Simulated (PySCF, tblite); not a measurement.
# C7H9PSi: geometry, infrared bands and NMR shifts

Aim: predict the infrared bands and NMR shifts of C7H9PSi (`C=Cc1cc([SiH3])ccp1`).

The runs use tblite 0.8.0 and PySCF 2.14.0, with density-fitted response routines of our own; the level of theory stands in each step. All values are computed, except where a source is named. Atoms are numbered from 0 throughout.

### Step 1. The starting structure

18 atoms, charge 0, multiplicity 1; geometry from: force field or distance geometry start.

Bonds of the start (Å): C0–C1 1.31, C1–C2 1.47, C2–C3 1.34, C3–C4 1.37, C4–Si5 1.86, C4–C6 1.37, C6–C7 1.37, C7–P8 1.74, P8–C2 1.74, C0–H9 1.08, C0–H10 1.10, C1–H11 1.10, C3–H12 1.10, Si5–H13 1.47, Si5–H14 1.48, Si5–H15 1.47, C6–H16 1.10, C7–H17 1.08.

### Step 2. Relaxing the molecule with GFN2-xTB

The job: settings as JSON, then the geometry in Å.

```
{"job": {"kind": "relax", "xc": "GFN2-xTB", "basis": "xTB"}, "charge": 0, "multiplicity": 1}
C     -2.460700     0.466200    -2.611300
C     -1.560800    -0.236000    -1.977600
C     -0.804100     0.240600    -0.813800
C      0.109200    -0.542300    -0.221200
C      0.875500    -0.240300     0.871200
Si     2.067400    -1.525200     1.491300
C      0.866000     0.950100     1.548700
C      0.065800     2.025200     1.254400
P     -1.001700     1.822000    -0.105200
H     -2.763200     1.464900    -2.353000
H     -2.975800     0.014300    -3.466000
H     -1.378800    -1.252500    -2.352900
H      0.245200    -1.553200    -0.634100
H      3.459900    -1.130400     1.241100
H      1.837900    -1.670300     2.950800
H      1.766700    -2.836900     0.905700
H      1.536400     1.085800     2.415700
H      0.106400     2.924400     1.844400
```

On the command line:

```bash
> OMP_NUM_THREADS=1 python probes_run.py task.json out
```

One launch serves the whole session: the jobs run in the order shown.

Log:

```text
step      E/eV     max force
  0    -645.91128    2.846
  1    -646.13040    1.590
  2    -646.23119    0.750
  3    -646.30748    0.553
  4    -646.34088    0.468
  5    -646.38330    0.539
  6    -646.40654    0.436
  7    -646.42030    0.228
  8    -646.42568    0.191
  9    -646.43025    0.185
 10    -646.43462    0.145
 11    -646.43766    0.115
 12    -646.43948    0.124
 13    -646.44087    0.109
 14    -646.44207    0.086
 15    -646.44295    0.070
 16    -646.44350    0.055
 17    -646.44392    0.054
 18    -646.44428    0.047
 19    -646.44457    0.041
 20    -646.44478    0.036
 21    -646.44498    0.041
 22    -646.44518    0.041
 23    -646.44535    0.029
 24    -646.44548    0.021
 25    -646.44558    0.022
 26    -646.44567    0.029
 27    -646.44576    0.030
 28    -646.44585    0.023
 29    -646.44593    0.023
 30    -646.44601    0.029
 31    -646.44608    0.024
 32    -646.44613    0.014
 33    -646.44616    0.016
 34    -646.44619    0.015
 35    -646.44622    0.018
 36    -646.44625    0.014
 37    -646.44626    0.010
```

Run time: 1.1 s. Hardware: 1 thread of AMD EPYC, shared host.

Along the way: (not every step is listed)

```csv
step,energy from step 0 (eV),largest force (eV/Å)
0,0.0000,2.8458
1,-0.2191,1.5897
2,-0.3199,0.7496
3,-0.3962,0.5534
4,-0.4296,0.4680
5,-0.4720,0.5393
6,-0.4953,0.4362
7,-0.5090,0.2280
8,-0.5144,0.1910
10,-0.5233,0.1452
12,-0.5282,0.1244
14,-0.5308,0.0856
16,-0.5322,0.0553
18,-0.5330,0.0473
20,-0.5335,0.0358
22,-0.5339,0.0405
24,-0.5342,0.0213
26,-0.5344,0.0292
28,-0.5346,0.0229
30,-0.5347,0.0289
32,-0.5349,0.0145
33,-0.5349,0.0156
34,-0.5349,0.0150
35,-0.5349,0.0178
36,-0.5350,0.0142
37,-0.5350,0.0098
```

Distances of close pairs at the start and the end, largest changes first:

```csv
bond,before (Å),after (Å),change (Å)
C2–C3,1.341,1.389,+0.048
C4–Si5,1.859,1.887,+0.028
C4–C6,1.370,1.394,+0.025
C0–C1,1.306,1.328,+0.022
C3–C4,1.368,1.390,+0.021
C6–H16,1.104,1.084,-0.020
Si5–H14,1.485,1.465,-0.020
C0–H10,1.095,1.076,-0.019
```

The final coordinates are the input of the step that follows.

### Step 3. Vibrational analysis with GFN2-xTB

The job: settings as JSON, then the geometry in Å.

```
{"job": {"kind": "ir", "xc": "GFN2-xTB", "basis": "xTB"}, "charge": 0, "multiplicity": 1}
C     -2.474565     0.498848    -2.601220
C     -1.552941    -0.193109    -1.941762
C     -0.805272     0.285873    -0.787260
C      0.117407    -0.572750    -0.202509
C      0.915580    -0.298348     0.901422
Si     2.116889    -1.596907     1.559383
C      0.839976     0.943425     1.531337
C      0.002804     1.961053     1.135230
P     -1.106477     1.910513    -0.194462
H     -2.740122     1.503397    -2.312144
H     -2.992975     0.085682    -3.449067
H     -1.312762    -1.201240    -2.260438
H      0.220846    -1.554476    -0.653052
H      3.490674    -1.175773     1.271939
H      1.935978    -1.721629     3.007473
H      1.834112    -2.873015     0.901629
H      1.482090     1.114970     2.387595
H      0.020000     2.889805     1.694249
```

Log:

```text
mode    cm-1     km/mol
  1     -34.0      0.20
  2      43.3      0.13
  3     105.2      0.12
  4     154.3      0.05
  5     164.1      0.22
  6     243.2      0.57
  7     294.4      0.11
  8     327.0      3.75
  9     370.6      1.72
 10     400.3      2.27
 11     518.9      5.45
 12     523.8     36.28
 13     548.1     55.67
 14     564.6      8.54
 15     599.1     48.65
 16     665.0      2.21
 17     728.2     19.95
 18     775.7    153.53
 19     777.6     17.96
 20     786.0    233.44
 21     786.7    472.77
 22     831.0     25.83
 23     874.4      0.15
 24     881.6     13.03
 25     901.9     34.25
 26     913.1      0.12
 27     985.4      3.88
 28    1005.4     15.79
 29    1139.3     14.43
 30    1193.9      2.04
 31    1202.5      4.74
 32    1267.5      0.13
 33    1316.9      7.04
 34    1349.9      4.81
 35    1377.5      1.22
 36    1399.8      1.75
 37    1448.6      6.26
 38    1551.0     22.03
 39    1663.0      0.85
 40    2247.2    388.17
 41    2254.6    255.67
 42    2264.7    276.55
 43    3014.3     31.40
 44    3022.1     25.03
 45    3032.1     60.21
 46    3033.9     44.10
 47    3090.2     15.56
 48    3128.5     51.94
```

It took 2.5 s on 1 thread of AMD EPYC, shared host.

Which atoms move in the most intense modes:

```csv
cm⁻¹,km/mol,atoms
548,55.7,"H15 44 %, H14 23 %"
776,153.5,"H15 55 %, H14 19 %, H13 17 %"
786,233.4,"H13 49 %, H14 44 %"
787,472.8,"H15 36 %, H14 27 %, H13 24 %"
2247,388.2,H13 87 %
2255,255.7,H14 88 %
2265,276.6,H15 97 %
3032,60.2,H11 89 %
```

### Step 4. NMR shieldings: PBE0/pcSseg-1

Settings changed since step 3:

```diff
@@ -1,2 +1,2 @@
-{"job": {"kind": "ir", "xc": "GFN2-xTB", "basis": "xTB"}, "charge": 0, "multiplicity": 1}
+{"job": {"kind": "nmr", "xc": "PBE0", "basis": "pcSseg-1"}, "charge": 0, "multiplicity": 1}
 C     -2.474565     0.498848    -2.601220
```

With the program's defaults for keys left out, this is: GIAO PBE0/pcSseg-1 NMR shielding, non-relativistic, gas phase.

Log:

```text
coarse grid: 16432 points
cycle   1  E = -902.2278500391  dE =  1.286e+00  |g| = 3.785e-01  |ddm| = 4.356e+00
cycle   2  E = -902.2126704070  dE =  1.518e-02  |g| = 4.414e-01  |ddm| = 9.245e-01
cycle   3  E = -902.2649465365  dE = -5.228e-02  |g| = 9.353e-02  |ddm| = 6.106e-01
cycle   4  E = -902.2674299819  dE = -2.483e-03  |g| = 3.942e-02  |ddm| = 1.867e-01
cycle   5  E = -902.2678647376  dE = -4.348e-04  |g| = 1.337e-02  |ddm| = 5.445e-02
cycle   6  E = -902.2679109767  dE = -4.624e-05  |g| = 2.103e-03  |ddm| = 1.488e-02
cycle   7  E = -902.2679119355  dE = -9.588e-07  |g| = 5.878e-04  |ddm| = 2.683e-03
final grid: 150656 points
cycle   8  E = -902.3222267943  dE = -2.795e-05  |g| = 8.319e-03  |ddm| = 4.660e-02
cycle   9  E = -902.3222026844  dE =  2.411e-05  |g| = 1.213e-02  |ddm| = 2.292e-02
cycle  10  E = -902.3222453989  dE = -4.271e-05  |g| = 1.928e-03  |ddm| = 1.672e-02
cycle  11  E = -902.3222465516  dE = -1.153e-06  |g| = 4.034e-04  |ddm| = 2.861e-03
cycle  12  E = -902.3222465931  dE = -4.151e-08  |g| = 1.333e-04  |ddm| = 5.700e-04
cycle  13  E = -902.3222465971  dE = -3.996e-09  |g| = 3.732e-05  |ddm| = 1.373e-04
cycle  14  E = -902.3222465973  dE = -2.262e-10  |g| = 2.217e-05  |ddm| = 5.948e-05
converged SCF energy = -902.3222465973

GIAO shielding tensors (ppm)
atom      isotropic    diamagn.    paramagn.     s11        s22        s33       span
  0 C       65.390     254.126    -188.736    -45.642     73.066    168.746    214.388
  1 C       38.461     251.030    -212.568    -71.842     52.168    135.058    206.900
  2 C       10.496     265.732    -255.236   -146.413      0.771    177.130    323.543
  3 C       40.318     254.118    -213.799    -64.259     35.534    149.680    213.939
  4 C       49.032     260.704    -211.671    -42.979      1.783    188.293    231.271
  5 Si     413.572     881.221    -467.649    361.200    415.663    463.854    102.654
  6 C       43.455     253.947    -210.492    -71.674     28.307    173.731    245.405
  7 C       23.561     264.299    -240.738   -144.661     34.109    181.236    325.897
  8 P       90.405     969.430    -879.026   -222.131    -41.678    535.023    757.155
  9 H       24.296      31.991      -7.695     21.344     23.078     28.466      7.123
 10 H       26.078      27.312      -1.234     23.953     24.865     29.417      5.464
 11 H       24.764      31.631      -6.867     22.665     22.960     28.666      6.001
 12 H       23.870      35.433     -11.563     19.488     22.441     29.682     10.195
 13 H       27.003      28.687      -1.684     23.829     25.165     32.017      8.188
 14 H       27.071      28.802      -1.732     23.380     25.854     31.978      8.598
 15 H       27.316      29.182      -1.866     23.342     26.666     31.940      8.598
 16 H       23.662      31.576      -7.913     19.132     23.073     28.782      9.650
 17 H       22.531      30.219      -7.688     19.863     20.581     27.149      7.286
```

Wall time 91 s (1 thread of AMD EPYC, shared host); peak memory 1 GiB.

Shifts follow as δ = σ(reference) − σ, with reference shieldings (ppm) from runs at the same level and on the same kind of geometry: 1H TMS 31.72, 13C TMS 186.9, 29Si TMS 349.2, 31P H3PO4 318.4. The references are single molecules in the gas phase, so shifts against H2O, NH3, PH3, H3PO4 or CFCl3 are not on the usual liquid scales and can be off by tens of ppm. Atoms listed in one row are averaged.

```csv
atoms,environment,σ (ppm),δ (ppm),δ scaled to CDCl3
C2,substituted aromatic carbon,10.5,176.4,170.3
C7,aromatic CH,23.6,163.4,157.5
C1,alkene CH,38.5,148.5,143.0
C3,aromatic CH,40.3,146.6,141.2
C6,aromatic CH,43.5,143.5,138.1
C4,substituted aromatic carbon,49.0,137.9,132.7
C0,terminal =CH2 carbon,65.4,121.5,116.7
H17,hydrogen on an aromatic CH,22.53,9.19,8.77
H16,hydrogen on an aromatic CH,23.66,8.05,7.70
H12,hydrogen on an aromatic CH,23.87,7.85,7.50
H9,hydrogen on a terminal =CH2 carbon,24.30,7.42,7.10
H11,hydrogen on an alkene CH,24.76,6.95,6.66
H10,hydrogen on a terminal =CH2 carbon,26.08,5.64,5.42
"H13, H14, H15",hydrogen on a silicon bonded to C,27.13,4.59,–
Si5,"silicon bonded to C, 3 H",413.6,-64.4,–
P8,"phosphorus bonded to 2 C, in a 6-membered ring",90.4,228.0,–
```

The scaled column applies a straight-line fit of computed shieldings to shifts measured in CDCl3 (root-mean-square error 0.16 ppm for H, 1.9 ppm for C).

Charges from the same density, by scheme (e):

```csv
atoms,Mulliken,IAO,Hirshfeld,ESP fit
C0,-0.12,-0.30,-0.10,-0.27
C1,-0.15,-0.13,-0.05,-0.37
C2,-0.43,-0.21,-0.05,0.49
C3,0.01,-0.13,-0.04,-0.52
C4,-0.40,-0.26,-0.09,0.22
Si5,0.56,0.61,0.32,0.33
C6,-0.03,-0.12,-0.04,-0.47
C7,-0.38,-0.37,-0.10,0.07
P8,0.52,0.36,0.11,-0.22
```

Mayer bond orders: C0–C1 1.93, C1–C2 1.08, C2–C3 1.38, C3–C4 1.44, C4–Si5 0.86, C4–C6 1.41, C6–C7 1.47, C7–P8 1.33, P8–C2 1.25.

Ring of atoms C2, C3, C4, C6, C7, P8: NICS(0) -5.8, NICS(1) -9.5, NICS(1)zz -23.0 ppm (means of both faces).

### Step 5. Outcome

| quantity | value |
| --- | --- |
| strongest single infrared mode (GFN2-xTB) | 787 cm⁻¹, 473 km/mol |
| zero-point energy (GFN2-xTB) | 79.7 kcal/mol |
| 13C shifts against TMS (PBE0/pcSseg-1) | 176.4, 163.4, 148.5, 146.6, 143.5, 137.9, 121.5 ppm |
| 1H shifts against TMS (PBE0/pcSseg-1, means over atoms taken as alike) | 9.19, 8.05, 7.85, 7.42, 6.95, 5.64, 4.59 ppm |
| 29Si shifts against TMS (PBE0/pcSseg-1) | -64.4 ppm |
| 31P shifts against H3PO4 (PBE0/pcSseg-1) | 228.0 ppm |

Relaxing lowered the energy by 0.535 eV in 37 steps; the close pair that moved most is C2–C3, from 1.341 to 1.389 Å. The lowest mode is imaginary (34i cm⁻¹), so the xTB geometry is not a minimum. GFN2-xTB is a fitted tight-binding method: band positions and strengths are rough. Its intensities can rank the bands wrongly. At PBE0/pcSseg-1: Shielding is most anisotropic at P8 (span 757 ppm, paramagnetic term -879 ppm). NICS(1)zz of -23 ppm above the planar ring from C2 marks a diatropic (aromatic) ring current.
